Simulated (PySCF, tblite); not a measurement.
**C6H12BNS: geometry, infrared bands and NMR shifts**

Aim: predict the infrared bands and NMR shifts of C6H12BNS (`CC[C@]1(C)[BH2-][N+]#CCS1`).

The runs use tblite 0.8.0 and PySCF 2.14.0, with density-fitted response routines of our own; the level of theory stands in each step. All values are computed, except where a source is named. Atoms are numbered from 0 throughout.

## 1. The molecule as given

21 atoms, charge 0, multiplicity 1; geometry from: force field or distance geometry start.

Bonds of the start (Å): C0–C1 1.53, C1–C2 1.55, C2–C3 1.53, C2–B4 1.69, B4–N5 1.46, N5–C6 1.14, C6–C7 1.42, C7–S8 1.87, S8–C2 1.92, C0–H9 1.10, C0–H10 1.11, C0–H11 1.11, C1–H12 1.12, C1–H13 1.11, C3–H14 1.11, C3–H15 1.12, C3–H16 1.12, B4–H17 1.20, B4–H18 1.19, C7–H19 1.11, C7–H20 1.10.

## 2. Relaxing the molecule with GFN2-xTB

What the job is given:

```
{"job": {"kind": "relax", "xc": "GFN2-xTB", "basis": "xTB"}, "charge": 0, "multiplicity": 1}
C     -0.679600    -0.689100    -2.061700
C     -1.524000    -1.125400    -0.862500
C     -1.964700     0.022300     0.084800
C     -2.733200    -0.594600     1.254900
B     -3.064700     1.031200    -0.715400
N     -2.273500     2.189400    -1.119500
C     -1.206800     2.534000    -0.898000
C      0.030700     2.314100    -0.234100
S     -0.409600     0.853400     0.846300
H      0.266700    -0.236900    -1.731100
H     -0.454900    -1.574600    -2.687900
H     -1.249800     0.034100    -2.688000
H     -0.911400    -1.852500    -0.261400
H     -2.403800    -1.686500    -1.228800
H     -3.636500    -1.145400     0.917500
H     -2.082900    -1.313700     1.825100
H     -3.052100     0.187700     1.983800
H     -3.527000     0.504700    -1.689600
H     -3.948400     1.396000    -0.001700
H      0.315800     3.190100     0.380700
H      0.811500     2.046700    -0.964000
```

Started as:

```bash
> OMP_NUM_THREADS=1 python probes_run.py task.json out
```

This one command runs all jobs of the session in turn.

**Question.** This job is followed by: GFN2-xTB harmonic vibrations, gas phase; GIAO PBE0/pcSseg-1 NMR shielding, non-relativistic, gas phase. Predict these results of the whole session: strongest single infrared mode (GFN2-xTB); zero-point energy (GFN2-xTB); ¹³C shifts against TMS (PBE0/pcSseg-1); ¹H shifts against TMS (PBE0/pcSseg-1, means over atoms taken as alike); ¹¹B shifts against BF3·OEt2 (PBE0/pcSseg-1); ¹⁵N shifts against NH3 (PBE0/pcSseg-1); ³³S shifts against CS2 (PBE0/pcSseg-1).

**Answer**, as computed:

| quantity | value |
| --- | --- |
| strongest single infrared mode (GFN2-xTB) | 2231 cm⁻¹, 180 km/mol |
| zero-point energy (GFN2-xTB) | 106.2 kcal/mol |
| ¹³C shifts against TMS (PBE0/pcSseg-1) | 143.7, 90.5, 45.6, 43.3, 26.9, 14.0 ppm |
| ¹H shifts against TMS (PBE0/pcSseg-1, means over atoms taken as alike) | 4.48, 4.11, 3.75, 3.10, 1.94, 1.80, 1.79, 0.91 ppm |
| ¹¹B shifts against BF3·OEt2 (PBE0/pcSseg-1) | 0.5 ppm |
| ¹⁵N shifts against NH3 (PBE0/pcSseg-1) | 304.0 ppm |
| ³³S shifts against CS2 (PBE0/pcSseg-1) | 224 ppm |

What this shows: Over 52 steps the energy fell by 0.285 eV; of the close pairs, C2–S8 changed most, 1.921 to 1.846 Å. No mode is imaginary among the 57: a minimum at this level. The strongest single mode, at 2231 cm⁻¹, moves mainly C6 and N5. GFN2-xTB is a fitted tight-binding method: band positions and strengths are rough. Its intensities can rank the bands wrongly. At PBE0/pcSseg-1: Shielding is most anisotropic at S8 (span 493 ppm, paramagnetic term -782 ppm).
